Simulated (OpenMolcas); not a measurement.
# Mo⁴⁺ among point charges: CASSCF and CASPT2 levels and susceptibility

How does a field of 6 point charges split the states of Mo⁴⁺, and what χT follows?

Method: state-averaged CASSCF and CASPT2, spin-orbit coupling by RASSI with atomic mean-field integrals. Code: OpenMolcas 26.06.

## (1) The atom as given

```
Species                           : Mo⁴⁺ (molybdenum, Z = 42, 38 electrons)
Basis                             : ANO-RCC-VDZP [6s5p3d1f], 43 functions
Scalar Hamiltonian                : DKH2, point nucleus
Inactive shells                   : 1s 2s 2p 3s 3p 3d 4s 4p
Active space                      : 2 electrons in 5 orbitals (4d)
Some configurations of this space : 4d2
Orbitals                          : optimised for each spin and parity, averaged over all roots
```

Outer shells as boxes (Hund's rule):

4d2
```
4d [↑ ][↑ ][  ][  ][  ]
```

The ion sits among 6 point charges of -1 e arranged as a trigonal antiprism (D3d), 2.23 Å from the ion, with a polar angle of 64.6° against the regular 54.74°.

The work runs as a chain of OpenMolcas steps in one folder; each step below is one input file. Labels, J, g values, rates, χT and fits are worked out afterwards by a script from the matrices that RASSI stores. The input lists half of the charges; inversion (Group=XYZ) makes the rest.

## (2) Basis and integrals

a.inp

```
&GATEWAY
Coord
1

Mo 0.0 0.0 0.0
Basis=ANO-RCC-VDZP
Group=XYZ
NoMove
AngMom=0.0 0.0 0.0
AMFI
XField
3 Angstrom 0
0.000000 2.014238 0.956947 -1.000000
1.744381 -1.007119 0.956947 -1.000000
1.744381 1.007119 -0.956947 -1.000000
&SEWARD
```

Started as:

```sh
> OMP_NUM_THREADS=1 MOLCAS_MEM=1689 MOLCAS_PROJECT=a pymolcas a.inp > a.log
```

## (3) Reference wave functions, triplets of even parity, 10 roots

a.inp

```
&RASSCF
FileOrb=start.orb
Symmetry=1
Spin=3
nActEl=2 0 0
Inactive=9 9
Ras2=5 0
CIRoot=10 10 1
SDav=10
CIMx=300
Iter=120 100
PrWF=0.3
OrbListing=Nothing
MaxOrb=0
>>> COPY $Project.JobIph JOB001
```

start.orb holds the contracted functions of the basis, ordered by shell, or the orbitals of the step before.

## (4) CASSCF: singlets of even parity, 15 roots

a.inp

```
&RASSCF
FileOrb=start.orb
Symmetry=1
Spin=1
nActEl=2 0 0
Inactive=9 9
Ras2=5 0
CIRoot=15 15 1
SDav=15
CIMx=300
Iter=120 100
PrWF=0.3
OrbListing=Nothing
MaxOrb=0
>>> COPY $Project.JobIph JOB002
```

## (5) RASSI: spin-orbit coupling between the states

a.inp

```
&RASSI
NrOfJobIphs=2 10 15
1 2 3 4 5 6 7 8 9 10
1 2 3 4 5 6 7 8 9 10 11 12 13 14 15
IphNames
JOB001
JOB002
EJob
SpinOrbit
DIPRint=1.0
SOCoupling=1000.0
Subsets=2
Property=9
'ANGMOM' 1 'ANGMOM' 2 'ANGMOM' 3 'MLTPL  1' 1 'MLTPL  1' 2 'MLTPL  1' 3
'AMFI' 1 'AMFI' 2 'AMFI' 3
SOProperty=3
'ANGMOM' 1 'ANGMOM' 2 'ANGMOM' 3
```

## (6) CASPT2: IPEA 0.25, imaginary shift 0.1 (closed shells correlated: 4s 4p)

a.inp

```
>>> COPY JOB001 $Project.JobIph
&CASPT2
Multistate=10 1 2 3 4 5 6 7 8 9 10
NoMult
Frozen=8 6
IPEA=0.25
Imaginary=0.1
MaxIter=60
WThr=0.0 0.3 0.05
PrWF=0.5
NoMix
>>> COPY JOB002 $Project.JobIph
&CASPT2
Multistate=15 1 2 3 4 5 6 7 8 9 10 11 12 13 14 15
NoMult
Frozen=8 6
IPEA=0.25
Imaginary=0.1
MaxIter=60
WThr=0.0 0.3 0.05
PrWF=0.5
NoMix
```

(Steps that only read results are left out.)

What does the calculation give? Wanted: spin-free ground state; first state of the same spin within the active space; lowest level; next level.

**Answer**, as computed:

| quantity | value |
| --- | --- |
| method | SS-CASPT2, IPEA 0.25, imaginary shift 0.1 (closed shells correlated: 4s 4p) |
| spin-free ground state | 3E, 2-fold in its orbital part |
| first state of the same spin within the active space | 3A2 at 264 cm⁻¹ |
| lowest level | 1-fold A1 |
| next level | 192.5 cm⁻¹ |
| χT at 300 K | 0.21 cm³ K/mol |
| effective moment at 300 K | 1.30 μB |

Cost by method:

```tsv
method	time of its own steps	time with the reference
A. CASSCF	4.4 s	4.4 s
B. SS-CASPT2, IPEA 0.25, imaginary shift 0.1, +4s 4p	1.5 s	5.9 s
```

Times are of one thread on a shared host.

In words: The spin-free ground state (3E) comes to 94 % from free-ion F terms and keeps the highest spin of the shell. χT at 300 K is 0.21, against 1.00 cm³ K/mol for the spin alone, so spin-orbit coupling lowers it. CASPT2 does not keep the components of a term degenerate, and the means are used. The field of point charges can differ much from that of real complexes. This is an electrostatic model: the charges have no orbitals.
